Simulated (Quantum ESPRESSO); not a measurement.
The system is CoO.

```xyz
4
Lattice="3.2019 0.0000 0.0000 -1.6010 2.7729 0.0000 0.0000 0.0000 4.4627" Properties=species:S:1:pos:R:3 pbc="T T T"
Co    0.0000    0.0000    0.0000
Co    0.0000    0.0000    2.2313
O     0.0000    1.8486    1.1157
O     1.6010    0.9243    3.3470
```

Measurements of this composition are mostly on another form, of space group No. 225.

Base run:

| Property | Result |
| --- | --- |
| Program | Quantum ESPRESSO 7.5 |
| Functional | LDA |
| Potentials or basis | GBRV 1.5 LDA |
| Cutoff | 762 eV |
| Density cutoff | 6095 eV |
| k mesh | 7 × 7 × 4 |
| Occupations | gaussian, width 0.05 eV |
| Spin | collinear spin, antiferromagnetic start |
| Starting moments | [3.0, -3.0, 0.0, 0.0] μB |
| Hubbard terms | Co d U = 5 eV |

Its results: band gap on the k mesh none (metal or under the smearing width); pressure -9.5 GPa; net moment 0.00 μB per cell; site moments Co +2.39, -2.39; O -0.00 μB.

Task: The run is repeated on the same cell with these changes: hubbard terms from Co d U = 5 eV to Co d U = 2 eV. What comes out?

Result: Band gap on the k mesh none (metal or under the smearing width); pressure -13.4 GPa; net moment 0.00 μB per cell; site moments Co +2.24, -2.24; O +0.00 μB.
